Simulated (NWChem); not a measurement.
# M06-2X/aug-cc-pVDZ run of B2O2 (diboron dioxide)

Aim: the vertical electron affinity of B2O2 (diboron dioxide) at M06-2X/aug-cc-pVDZ, from 2 runs. 

The calculation is run with NWChem 7.3.0.

3 further runs of the same task are left out: 3 set aside as unsound or not needed. Runs told in other sessions of the task aren't counted.

**1. The system as given**

B2O2: 4 atoms, total charge 0, spin state singlet. SMILES: `O=BB=O`. The coordinates come from a PBE0-D4/def2-TZVP relaxation.

Bond lengths: O1–B2 1.197 Å, B2–B3 1.640 Å, B3–O4 1.197 Å. Angles: O1–B2–B3 180.0°, B2–B3–O4 180.0°.

**2. Energy and gradient at M06-2X/aug-cc-pVDZ**

Contents of b2o2.nw:

```
start b2o2
memory 2200 mb
geometry noautosym nocenter noautoz
  O    -0.743090    0.459760    1.817650
  B    -0.302300    0.187070    0.739120
  B     0.302150   -0.186920   -0.739220
  O     0.743230   -0.459920   -1.817550
end
basis spherical bse
  * library aug-cc-pVDZ
end
dft
  xc m06-2x
  grid fine
  convergence energy 1e-08
  maxiter 100
  mulliken
  print medium
end
task dft gradient
```

Run with:

```bash
nwchem b2o2.nw > b2o2.out
```

The log of the run:

```text
[...]
          Wavefunction type:  closed shell.
          No. of atoms     :     4
          No. of electrons :    26
[...]
          Charge           :     0
          Spin multiplicity:     1
[...]
          AO basis - number of functions:    92
[...]
              XC Information
              --------------
                       M06-2X Method XC Functional
                     Hartree-Fock (Exact) Exchange  0.540
                        M06-2X Exchange Functional  1.000
                      M06-2X Correlation Potential  1.000
[...]
 d= 0,ls=0.0,diis     1   -199.9407922516 -2.67D+02  2.25D-02  1.83D+00     1.9
[...]
 d= 0,ls=0.0,diis     9   -200.1944108154 -8.21D-10  5.89D-07  8.11D-09    11.3
         Total DFT energy =     -200.194410815409
      One electron energy =     -404.854269575638
           Coulomb energy =      163.107255433546
    Exchange-Corr. energy =      -25.209624440080
 Nuclear repulsion energy =       66.762227766764
[...]
      Total Density - Mulliken Population Analysis
     ---------------------------------------------
    Atom       Charge   Shell Charges
 -----------   ------   -------------------------------------------------------
    1 O    8     8.21   2.01  0.87  0.80  0.21  2.78  1.40  0.12  0.02  0.00
    2 B    5     4.79   2.03  0.62  0.59 -0.01  1.60 -0.22 -0.00  0.16  0.01
    3 B    5     4.79   2.03  0.62  0.59 -0.01  1.60 -0.22 -0.00  0.16  0.01
    4 O    8     8.21   2.01  0.87  0.80  0.21  2.78  1.40  0.12  0.02  0.00
[...]
  wavefunction    = closed shell
                         DFT ENERGY GRADIENTS
    atom               coordinates                        gradient
                 x          y          z           x          y          z
   1 O      -1.404236   0.868820   3.434860    0.000289  -0.000179  -0.000698
   2 B      -0.571264   0.353511   1.396734    0.001072  -0.000664  -0.002632
   3 B       0.570981  -0.353228  -1.396923   -0.001075   0.000668   0.002621
   4 O       1.404501  -0.869123  -3.434671   -0.000286   0.000175   0.000709
[...]
```

It took 16 s on 1 thread of Intel Xeon 6975P-C (Granite Rapids), shared host; peak memory 0.11 GiB.

**3. The doublet anion: the energy at UM06-2X/aug-cc-pVDZ**

Contents of input.nw:

```
start input
memory stack 880 mb heap 220 mb global 1100 mb
charge -1

geometry units angstrom noautosym nocenter noautoz
  O       -0.743090       0.459760       1.817650
  B       -0.302300       0.187070       0.739120
  B        0.302150      -0.186920      -0.739220
  O        0.743230      -0.459920      -1.817550
end

basis "ao basis" spherical bse
  * library aug-cc-pVDZ
end

dft
  xc m06-2x
  mult 2
  grid fine
  convergence energy 1e-08
  maxiter 100
  mulliken
  noprint "final vectors analysis"
end

task dft energy
```

Run with:

```bash
nwchem input.nw > input.out
```

The log of the run:

```text
[...]
          Wavefunction type:  spin polarized.
          No. of atoms     :     4
          No. of electrons :    27
[...]
          Charge           :    -1
          Spin multiplicity:     2
[...]
          AO basis - number of functions:    92
[...]
              XC Information
              --------------
                       M06-2X Method XC Functional
                     Hartree-Fock (Exact) Exchange  0.540
                        M06-2X Exchange Functional  1.000
                      M06-2X Correlation Potential  1.000
[...]
 d= 0,ls=0.0,diis     1   -199.9574240001 -2.67D+02  4.50D+00  2.63D-01     2.8
[...]
 d= 0,ls=0.5,diis    35   -200.2010402803 -8.63D-09  1.26D-06  4.57D-09    95.7
[...]
         Total DFT energy =     -200.201040285682
      One electron energy =     -411.099528244851
           Coulomb energy =      169.599402787741
    Exchange-Corr. energy =      -25.463142595336
 Nuclear repulsion energy =       66.762227766764
[...]
      Total Density - Mulliken Population Analysis
     ---------------------------------------------
    Atom       Charge   Shell Charges
 -----------   ------   -------------------------------------------------------
    1 O    8     8.36   2.01  0.86  0.80  0.26  2.83  1.47  0.14  0.01 -0.01
    2 B    5     5.14   2.03  0.61  0.58 -0.01  1.63 -0.05  0.12  0.18  0.06
    3 B    5     5.14   2.03  0.61  0.58 -0.01  1.63 -0.05  0.12  0.18  0.06
    4 O    8     8.36   2.01  0.86  0.80  0.26  2.83  1.47  0.14  0.01 -0.01
[...]
      <S2> =      0.7536 (Exact =     0.7500)
[...]
```

It took 99 s on 1 thread of Intel Xeon 6975P-C (Granite Rapids), shared host; peak memory 0.11 GiB.

**4. Summary of results**

Level: M06-2X/aug-cc-pVDZ.

| quantity | value |
| --- | --- |
| singlet B2O2: total energy | -200.19441 Eh |
| singlet B2O2: dipole moment | 0.00 D |
| singlet B2O2: HOMO energy | -12.53 eV |
| singlet B2O2: LUMO energy | -1.46 eV |
| singlet B2O2: HOMO–LUMO gap | 11.07 eV |
| singlet B2O2: largest force on an atom | 0.150 eV/Å |
| doublet anion: total energy | -200.20104 Eh |
| doublet anion: ⟨S²⟩ | 0.754 |
| vertical electron affinity (to the doublet anion) | 0.180 eV |

**Reading.** At fixed nuclei the extra electron is bound by 0.18 eV (4.2 kcal/mol).
